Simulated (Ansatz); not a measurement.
**SnH (doublet): wave-function methods side by side, def2-TZVPD**

How much of the correlation energy of SnH (doublet) does each wave-function method recover here?

Computed with Ansatz 0.2.0, Gaussian basis. Level: def2-TZVPD, core rule «outside noble gas», up to 9 orbitals frozen.

The runs, in order: UHF; CCSD(T) on ROHF; CCSD(T) on UHF; BCCD(T) on ROHF; CISD; CCSDT(Q) on ROHF; CCSDT(Q) on UHF; CISDTQ; CCSDTQ on ROHF; CASSCF and MRCISD+Q, 5 electrons in 5 orbitals; CASSCF and NEVPT2, 5 electrons in 5 orbitals; Full CI.

7 further runs of the same task are left out: 1 that didn't finish, 6 set aside as unsound or not needed.

## (1) What is computed

The geometry is a PBE0/def2-TZVPD stationary point (not a proven minimum) of the parent state, kept for this charge and spin. No spin-orbit coupling is included. Elements past krypton take def2 core potentials.

2 atoms, charge 0, spin multiplicity 2.

Atoms are counted from 1 here; the program's logs count them from 0.

Bond lengths: Sn1–H2 1.811 Å.

## (2) UHF

in.yaml reads:

```yaml
crystal:
  periodic: [false, false, false]
  atoms:
    - {symbol: Sn, position_ang: [0.000000, 0.000000, 0.000000]}
    - {symbol: H, position_ang: [0.000000, 0.000000, 1.811200]}
basis:
  gaussian: {orbitals: def2-TZVPD}
magnetization: {spin_polarized: true, initial_magnetization: 1}
hamiltonian: {xc: hf}
output: {orbitals: {seedname: orbitals}}
```

The run is started by

```
$ ansatz run in.yaml --threads 1 --pin off --events-out ev --progress --plain --max-ram 4160MiB --backend cpu
```

Further steps of the session: CCSD(T) on ROHF; CCSD(T) on UHF; BCCD(T) on ROHF; CISD; CCSDT(Q) on ROHF; CCSDT(Q) on UHF; CISDTQ; CCSDTQ on ROHF; CASSCF and MRCISD+Q, 5 electrons in 5 orbitals; CASSCF and NEVPT2, 5 electrons in 5 orbitals; Full CI.

**Question.** What will the summary of the whole plan be? Wanted: FCI from the RHF energy; RMP2 from FCI; UMP2 from FCI; RCCSD from FCI; RCCSD(T) from FCI; UCCSD(T) from FCI; RCCSDT(Q) from FCI; UCCSDT(Q) from FCI; NEVPT2 valence from FCI.

As calculated:

```
                         quantity                                                                                                 value
          FCI from the ROHF energy                                                                                            -2.4823 eV
                    RMP2 from FCI                                                                                            +599.4 meV
                    UMP2 from FCI                                                                                            +605.2 meV
                   RCCSD from FCI                                                                                             +78.6 meV
                RCCSD(T) from FCI                                                                                             +16.6 meV
                UCCSD(T) from FCI                                                                                             +10.8 meV
               RCCSDT(Q) from FCI                                                                                              -0.4 meV
               UCCSDT(Q) from FCI                                                                                              -6.3 meV
          NEVPT2 valence from FCI                                                                                            +457.3 meV
        MRCISD+Q valence from FCI                                                                                              -2.1 meV
levels within 1 kcal/mol (43 meV)  RCCSD(T), UCCSD(T), BCCD(T), RCCSDT, UCCSDT, CISDTQ, RCCSDT(Q), UCCSDT(Q), RCCSDTQ, MRCISD+Q valence
                    T1 diagnostic                                                                                                 0.021
   effectively unpaired electrons                                                                                                  1.06
```

In words: RCCSD(T) misses by +16.6 meV, 0.7 % of the correlation energy. UCCSDT, UCCSDT(Q), MRCISD+Q valence fall below full CI: unrestricted runs freeze a spin-polarised core, another one than full CI's, and coupled cluster isn't variational. One determinant dominates. Of the multireference levels listed MRCISD+Q valence comes nearest in total energy (-2.1 meV), which doesn't show that its space is the better one. These misses are within one basis, not against nature; the frozen cores of restricted and unrestricted runs differ, which can shift their rows.

Levels on UHF freeze UHF's core orbitals, full CI those of ROHF, so the U rows can settle a little off it for that reason alone.

With open shells the CI space here admits some triples and quadruples, so it is larger than plain CISD.
